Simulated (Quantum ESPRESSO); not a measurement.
The system is TaAs.

```
Ta As
1.0
    -1.72181    1.72181    5.86794
     1.72181   -1.72181    5.86794
     1.72181    1.72181   -5.86794
Ta As
2 2
Direct
  0.49997 0.49997 0.00000
  0.24997 0.74997 0.50000
  0.08263 0.08263 0.00000
  0.83263 0.33263 0.50000
```

The cell is a database's computed one.

Base run:

```yaml
Program: Quantum ESPRESSO 7.5
Functional: LDA
Potentials_or_basis: JTH 2.0 LDA
Cutoff: 490 eV
Density_cutoff: 2939 eV
k_mesh: 8 × 8 × 8
Occupations: fermi-dirac, width 0.05 eV
Spin: no spin polarisation
```

Its results: band gap on the k mesh none (metal or under the smearing width); pressure -7.7 GPa; largest force 0.019 eV/Å.

Question: The run is repeated on the same cell with these changes: functional from LDA to PBEsol; potentials or basis from JTH 2.0 LDA to PseudoDojo 0.4.1 SR PBE standard; cutoff from 490 eV to 1143 eV; density cutoff from 2939 eV to 4572 eV. What comes out?

Answer: Band gap on the k mesh none (metal or under the smearing width); pressure -3.3 GPa; largest force 0.024 eV/Å.

Caveats: the cutoff is low for these files, which shifts pressure and relaxed volume (some runs); the potentials were made for another functional, which shifts forces and pressure (some runs).

Not every run made on this cell is shown here.
